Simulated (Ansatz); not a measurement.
# AsN: the cost of one run

Computed with Ansatz 0.2.0, Gaussian basis. Level: def2-QZVPP, all electrons in the functionals.

To be run: PBE, BLYP, r2SCAN, B97M-V, PBE0, B3LYP, at charge 0, triplet; charge 0, singlet; charge 0, quintet; charge 1, doublet; charge 1, quartet.

10 further runs of the same task are left out: 10 set aside as unsound or not needed.

## 1. The geometry

The geometry is a PBE0/def2-TZVP stationary point (not a proven minimum). No spin-orbit coupling is included. The filled d shell of As may be among the frozen orbitals whatever the setting's name suggests; the logs give the count.

2 atoms, charge 0, spin multiplicity 3.

Atoms are counted from 1 here; the program's logs count them from 0.

Bond lengths: N1–As2 1.763 Å.

No dispersion term is added; B97M-V holds VV10 nonlocal correlation. B3LYP takes the VWN-RPA correlation.

The geometry shown and the zero of energy belong to the point charge 0, triplet. The yardstick, RCCSD(T), and other wave-function levels (R restricted, U unrestricted, valence and pair active spaces) come from earlier runs.

## 2. PBE, charge 0, triplet

Input file in.yaml:

```yaml
crystal:
  periodic: [false, false, false]
  atoms:
    - {symbol: N, position_ang: [0.000000, 0.000000, 0.000000]}
    - {symbol: As, position_ang: [0.000000, 0.000000, 1.763000]}
basis:
  gaussian: {orbitals: "def2-QZVPP.json"}
magnetization: {spin_polarized: true, initial_magnetization: 2}
hamiltonian: {xc: {name: PBE}}
output: {orbitals: {seedname: orbitals}}
```

Run with:

```sh
$ ansatz run in.yaml --threads 1 --pin off --events-out ev --progress --plain --max-ram 2393MiB
```

What time and memory should one allow on 1 thread of Arm Neoverse N1, shared host?

About 42 s, with a peak of 0.26 GiB.
